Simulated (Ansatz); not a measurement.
I need a geometry optimisation of CH6GeOSe, SMILES C[Se][GeH2][OH]. Use Ansatz 0.2.0 through its Python package. Settings: PBE0, def2-SVP basis, multiplicity 1.

```xyz
10

C     0.8279    1.5814    0.1181
Se   -0.2135    0.7989    1.5641
Ge   -0.9116   -0.9877    0.1705
O     0.6384   -1.8870   -0.3594
H     0.0931    1.8486   -0.7510
H     1.5783    0.9558   -0.2439
H     1.2680    2.5708    0.4697
H    -1.7765   -1.9163    0.9743
H    -1.6286   -0.4167   -1.0087
H     0.2077   -2.5989   -0.9307
```

`opt_ch6geose.py`
```python
import ansatz
from ase import Atoms
import numpy as np

atoms = Atoms(['C', 'Se', 'Ge', 'O', 'H', 'H', 'H', 'H', 'H', 'H'], positions=[
    (0.8279, 1.5814, 0.1181),
    (-0.2135, 0.7989, 1.5641),
    (-0.9116, -0.9877, 0.1705),
    (0.6384, -1.887, -0.3594),
    (0.0931, 1.8486, -0.751),
    (1.5783, 0.9558, -0.2439),
    (1.268, 2.5708, 0.4697),
    (-1.7765, -1.9163, 0.9743),
    (-1.6286, -0.4167, -1.0087),
    (0.2077, -2.5989, -0.9307),
])
geometry = ansatz.Crystal.molecule_from_ase(atoms)

setup = geometry.calculation()
setup = setup.basis(gaussian='def2-SVP')
setup = setup.functional('PBE0')
symbols = [site.symbol for site in geometry.cartesian_sites]
start = np.array([site.position_ang for site in geometry.cartesian_sites], dtype=float)
def progress(event):
    if event['event'] == 'relax_step':
        row = event['data']
        print(f'step {row["step"]:3d}  E = {row["lagrangian_ev"]:.6f} eV  largest force component {row["allowed_force_max_ev_ang"]:.4f} eV/A')


r = setup.relax(force_tolerance=0.01).session().plan().execute(on_event=progress).report
end = np.array(r['positions_ang'])

print(f'E = {r["free_energy_ev"]:.6f} eV = {r["free_energy_ev"] / 27.211386246:.7f} Ha')
print('converged:', r['converged'], ' doubts:', r['published_state_doubts'] or 'none')

print('final positions (A) and the move of each atom')
for symbol, xyz, old in zip(symbols, end, start):
    print(f'{symbol:2s} {xyz[0]:10.5f} {xyz[1]:10.5f} {xyz[2]:10.5f}   {np.linalg.norm(xyz - old):7.4f}')

charges = r['charge_distribution']
print('dipole moment', round(4.803205 * float(np.linalg.norm(charges['dipole_moment_e_ang'])), 3), 'D')
print('Mulliken:', [(s, round(q, 3)) for s, q in zip(symbols, charges['mulliken_charges_e'])])
with open('ch6geose_opt.xyz', 'w') as handle:
    handle.write(f'{len(symbols)}\nrelaxed CH6GeOSe\n')
    handle.writelines(f'{s:2s} {x:11.6f} {y:11.6f} {z:11.6f}\n' for s, (x, y, z) in zip(symbols, end))
```

`python opt_ch6geose.py` gives:
```text
step   1  E = -125014.484310 eV  largest force component 3.2673 eV/A
step   2  E = -125014.815556 eV  largest force component 1.2167 eV/A
step   3  E = -125014.877820 eV  largest force component 0.3823 eV/A
step   4  E = -125014.894183 eV  largest force component 0.1489 eV/A
step   5  E = -125014.900591 eV  largest force component 0.2544 eV/A
step   6  E = -125014.902159 eV  largest force component 0.1784 eV/A
step   7  E = -125014.904211 eV  largest force component 0.2477 eV/A
step   8  E = -125014.906411 eV  largest force component 0.0762 eV/A
step   9  E = -125014.907452 eV  largest force component 0.1094 eV/A
step  10  E = -125014.908340 eV  largest force component 0.0679 eV/A
step  11  E = -125014.909039 eV  largest force component 0.0963 eV/A
step  12  E = -125014.909596 eV  largest force component 0.0192 eV/A
step  13  E = -125014.909832 eV  largest force component 0.0115 eV/A
step  14  E = -125014.909836 eV  largest force component 0.1284 eV/A
step  15  E = -125014.910002 eV  largest force component 0.0339 eV/A
step  16  E = -125014.910023 eV  largest force component 0.0072 eV/A
E = -125014.910050 eV = -4594.2132062 Ha
converged: True  doubts: none
final positions (A) and the move of each atom
C     0.83297    1.55904    0.05855    0.0638
Se   -0.42138    0.90537    1.41238    0.2785
Ge   -1.00804   -1.04351    0.26232    0.1444
O     0.50257   -1.86308   -0.23158    0.1880
H     0.29883    1.98092   -0.80301    0.2501
H     1.48932    0.73662   -0.25365    0.2367
H     1.43363    2.34372    0.53628    0.2888
H    -1.78833   -1.93901    1.23733    0.2643
H    -1.80555   -0.74953   -1.02963    0.3775
H     0.54918   -1.98165   -1.18600    0.7502
dipole moment 2.293 D
Mulliken: [('C', -0.224), ('Se', -0.201), ('Ge', 0.542), ('O', -0.45), ('H', 0.092), ('H', 0.095), ('H', 0.092), ('H', -0.056), ('H', -0.081), ('H', 0.191)]
```

File `ch6geose_opt.xyz` afterwards:
```text
10
relaxed CH6GeOSe
C     0.832967    1.559042    0.058555
Se   -0.421381    0.905372    1.412383
Ge   -1.008045   -1.043513    0.262324
O     0.502568   -1.863081   -0.231576
H     0.298834    1.980924   -0.803013
H     1.489323    0.736623   -0.253654
H     1.433627    2.343722    0.536276
H    -1.788329   -1.939014    1.237331
H    -1.805548   -0.749525   -1.029626
H     0.549183   -1.981651   -1.186000
```

Caveats:
- Total energies depend on the basis set; only differences at equal settings carry meaning.
- The end point is the stationary point reached from this start; no frequency run checks that it is a minimum, and the basis set is modest.
- Wall time of the script: 50 s on 1 thread of AMD EPYC 9B45 (Zen 5), on a shared host, peak memory 0.42 GiB.
